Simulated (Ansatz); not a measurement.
**NbSiO4: what a guessed cell relaxes into**

Aim: relax a trial structure of NbSiO4 and see where it ends.

Method: DFT PBE, scalar-relativistic, plane waves, PAW, in Ansatz 0.2.0.

2 further runs of the same task are left out: 1 that didn't finish, 1 set aside as unsound or not needed.

### Step 1. The starting structure

It takes space group P4/mmm (No. 123, tetragonal). The conventional cell has a = 3.267 Å, b = 3.267 Å, c = 5.742 Å, α = 90.00°, β = 90.00°, γ = 90.00°. Nb (site symmetry 4/mmm) is surrounded by 8 O at 2.65 Å. Si (site symmetry 4/mmm) has 6 O at 1.57 to 1.63 Å in its first shell of neighbours. Around O (site symmetry mmm) lie 2 Si at 1.63 Å. O (site symmetry 4mm) is surrounded by 1 Si at 1.57 Å.

Structure file:

```
CELL_PARAMETERS angstrom
3.26708 0.00000 0.00000
0.00000 3.26708 0.00000
0.00000 0.00000 5.74210
ATOMIC_POSITIONS crystal
Nb 0.50000 0.50000 0.50000
Si 0.00000 0.00000 0.00000
O 0.50000 0.00000 0.00000
O 0.00000 0.50000 0.00000
O 0.00000 0.00000 0.27370
O 0.00000 0.00000 0.72630
```

Recipe of the guess: species swapped into a database cell of AlTlF4 (P4/mmm, No. 123), with Si on the Al sites, Nb on the Tl sites and O on the F sites. Lengths come from tabulated atomic sizes and are only a guess.

### Step 2. The guess as it stands, on a coarse mesh

Contents of input.yaml:

```yaml
crystal:
  lattice:
    - [3.26707805, 0.0, 0.0]
    - [0.0, 3.26707805, 0.0]
    - [0.0, 0.0, 5.74209664]
  atoms:
    - { symbol: Nb, position: [0.5, 0.5, 0.5] }
    - { symbol: Si, position: [0.0, 0.0, 0.0] }
    - { symbol: O, position: [0.5, 0.0, 0.0] }
    - { symbol: O, position: [0.0, 0.5, 0.0] }
    - { symbol: O, position: [0.0, 0.0, 0.2737] }
    - { symbol: O, position: [0.0, 0.0, 0.7263] }
basis:
  ecutwfc: 420
kpoints:
  mp_grid: { grid: [6, 6, 4] }
hamiltonian:
  xc: pbe
scf:
  occupations: { method: gaussian, width: 0.1 }
  lower_state_search: "off"
output:
  forces: true
  stress: true
  eigenvalues: true
```

Launch:

```console
$ ansatz run input.yaml --threads 1 --pin off --max-ram 2560MiB --backend cpu --events-out ev --progress --plain --runs-dir out
```

The session goes on with these runs: coarse relaxation; full relaxation.

Before running it: what results should come out? Wanted: conventional cell; volume; energy over the elements; gap on the mesh; total moment.

**Answer**, as computed:

```
                                                              quantity                                                                      value
                                symmetry at the end (tolerance 0.05 Å)                                               space group P4/mmm (No. 123)
                                                     conventional cell  a = 3.174 Å, b = 3.174 Å, c = 6.300 Å, α = 90.00°, β = 90.00°, γ = 90.00°
                                                                volume                                                              10.58 Å³/atom
energy over the elements (uncorrected; H, N, O, F and Cl as molecules)                                                              -1.45 eV/atom
                                                       gap on the mesh                                                               none (metal)
                                                          total moment                                                               1.08 μB/cell
```

What this shows: The space group P4/mmm (No. 123) is kept, and the volume per atom grows by 3.5 % from the first guess. It lies below the elements, which doesn't yet make it stable: competing phases were not computed in this session. No finished test with a distortion of lower symmetry is shown, so the end may be a saddle point. An odd count of electrons in a cell without spin polarisation forces a partly filled band, so those cells are metals by count; spin or a larger cell could change that. Other magnetic orders were not searched.
